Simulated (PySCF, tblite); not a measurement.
# C₅H₉BF radical: geometry, infrared bands and EPR parameters

Wanted: the infrared bands and EPR parameters of C₅H₉BF radical (`CCB[C]1C[C@H]1F`), by calculation.

The runs use tblite 0.8.0 and PySCF 2.14.0, with density-fitted response routines of our own; the level of theory stands in each step. All values are computed, except where a source is named. Atoms are numbered from 0 throughout.

## (1) The molecule as given

16 atoms, charge 0, multiplicity 2; geometry from: force field or distance geometry start.

Bonds of the start (Å): C0–C1 1.54, C1–B2 1.59, B2–C3 1.62, C3–C4 1.53, C4–C5 1.52, C5–F6 1.38, C5–C3 1.53, C0–H7 1.11, C0–H8 1.11, C0–H9 1.11, C1–H10 1.10, C1–H11 1.12, B2–H12 1.19, C4–H13 1.11, C4–H14 1.12, C5–H15 1.11.

## (2) Relaxing the molecule with GFN2-xTB

What the job is given:

```
{"job": {"kind": "relax", "xc": "GFN2-xTB", "basis": "xTB"}, "charge": 0, "multiplicity": 2}
C      2.606500     0.207300     0.216500
C      1.301100    -0.442900    -0.263700
B      0.066800     0.063500     0.600000
C     -1.152100     0.852400    -0.112900
C     -2.501700     0.205000     0.226700
C     -1.868300    -0.024600    -1.135600
F     -2.461200     0.711500    -2.145100
H      2.799400    -0.028400     1.288400
H      3.452200    -0.170500    -0.389100
H      2.536000     1.312300     0.099300
H      1.144500    -0.217600    -1.330400
H      1.383400    -1.551800    -0.136100
H      0.046200    -0.080100     1.779300
H     -2.495600    -0.694700     0.869600
H     -3.357700     0.924700     0.201100
H     -1.507100    -1.057200    -1.316500
```

Command:

```
$ OMP_NUM_THREADS=1 python probes_run.py task.json out
```

This one command runs all jobs of the session in turn.

**Question.** This job is followed by: GFN2-xTB harmonic vibrations, gas phase; UKS B3LYP, pcH-1 on B C F H, non-relativistic, mean-field spin-orbit, GIAO. What will the session give for the following? strongest single infrared mode (GFN2-xTB); zero-point energy (GFN2-xTB); g(iso) (B3LYP); ⟨S²⟩; largest a(iso) (averaged by class); potential on the surface of density 0.002 e/bohr³, 1st and 99th percentile.

**Answer**, as computed:

| quantity | value |
| --- | --- |
| strongest single infrared mode (GFN2-xTB) | 2597 cm⁻¹, 92 km/mol |
| zero-point energy (GFN2-xTB) | 79.0 kcal/mol |
| g(iso) (B3LYP) | 2.00253 |
| ⟨S²⟩ | 0.754 (exact 0.75) |
| largest a(iso) (averaged by class) | 1H on H14, 114.4 MHz |
| potential on the surface of density 0.002 e/bohr³, 1st and 99th percentile | -0.96 V and 1.13 V |

**Reading.** Over 87 steps the energy fell by 1.318 eV; of the close pairs, B2–C3 changed most, 1.618 to 1.477 Å. All 42 modes are real, so the xTB geometry is a minimum. The strongest single mode, at 2597 cm⁻¹, moves mainly H12. GFN2-xTB is a fitted tight-binding method: band positions and strengths are rough. Its intensities can rank the bands wrongly. C3 carries the largest spin population, 0.80 e. The isotropic g lies 0.2 ppt above the free-electron value. These values are for one conformer; the search (at its own cheap level) found 2 more, at 0.11, 0.26 kcal/mol, and measured spectra average over such forms.
